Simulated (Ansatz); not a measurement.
**TaW4: a trial structure relaxed**

Aim: relax a trial structure of TaW4 and see where it ends.

Method: DFT PBE, scalar-relativistic, plane waves, PAW, in Ansatz 0.2.0.

### Step 1. The structure to begin with

The structure is tetragonal, space group I4/m (No. 87). The conventional cell has a = 6.481 Å, b = 6.481 Å, c = 4.099 Å, α = 90.00°, β = 90.00°, γ = 90.00°. Ta (site symmetry 4/m) has 12 W at 2.90 Å as nearest neighbours. W (site symmetry m) is surrounded by 9 W at 2.90 Å and 3 Ta at 2.90 Å.

Coordinates:

```cif
data_structure
_symmetry_space_group_name_H-M 'I4/m'
_symmetry_Int_Tables_number 87
_cell_length_a 6.4807
_cell_length_b 6.4807
_cell_length_c 4.0987
_cell_angle_alpha 90.000
_cell_angle_beta 90.000
_cell_angle_gamma 90.000
_cell_volume 172.14
loop_
_atom_site_label
_atom_site_type_symbol
_atom_site_symmetry_multiplicity
_atom_site_Wyckoff_symbol
_atom_site_fract_x
_atom_site_fract_y
_atom_site_fract_z
_atom_site_occupancy
Ta1 Ta 2 a 0.00000 0.00000 0.00000 1
W1 W 8 h 0.80000 0.40000 0.00000 1
```

The start is an ordering of an alloy on its end members' structure types: elements ordered on the sites of the Nd type, Ta/W on Nd (I4/m, No. 87).

### Step 2. The guess as it stands, on a coarse mesh

input.yaml reads:

```yaml
crystal:
  lattice:
    - [-3.24033924, 3.24033924, 2.04937048]
    - [3.24033924, -3.24033924, 2.04937048]
    - [3.24033924, 3.24033924, -2.04937048]
  atoms:
    - { symbol: Ta, position: [0.0, 0.0, 0.0] }
    - { symbol: W, position: [0.6, 0.8, 0.4] }
    - { symbol: W, position: [0.4, 0.2, 0.6] }
    - { symbol: W, position: [0.8, 0.4, 0.2] }
    - { symbol: W, position: [0.2, 0.6, 0.8] }
basis:
  ecutwfc: 420
kpoints:
  mp_grid: { grid: [6, 6, 6] }
hamiltonian:
  xc: pbe
scf:
  occupations: { method: gaussian, width: 0.1 }
  lower_state_search: "off"
output:
  forces: true
  stress: true
  eigenvalues: true
```

Run with:

```
> ansatz run input.yaml --threads 1 --pin off --max-ram 2560MiB --backend cpu --events-out ev --progress --plain --runs-dir out
```

Further runs follow: rough relaxation on the coarse mesh; relaxation on the finer mesh.

Before running it: what results should come out? Wanted: conventional cell; volume; energy over the elements; gap on the mesh.

As calculated:

| quantity | value |
| --- | --- |
| symmetry at the end (tolerance 0.05 Å) | space group I4/m (No. 87) |
| conventional cell | a = 6.038 Å, b = 6.038 Å, c = 4.634 Å, α = 90.00°, β = 90.00°, γ = 90.00° |
| volume | 16.89 Å³/atom |
| energy over the elements | +0.28 eV/atom |
| gap on the mesh | none (metal) |

What this shows: The space group I4/m (No. 87) is kept, and the volume per atom shrinks by 1.9 % from the first guess. The formation energy is positive, so the separate elements lie lower. No finished test with a distortion of lower symmetry is shown, so the end may be a saddle point. The runs treat Ta, W without spin-orbit coupling.
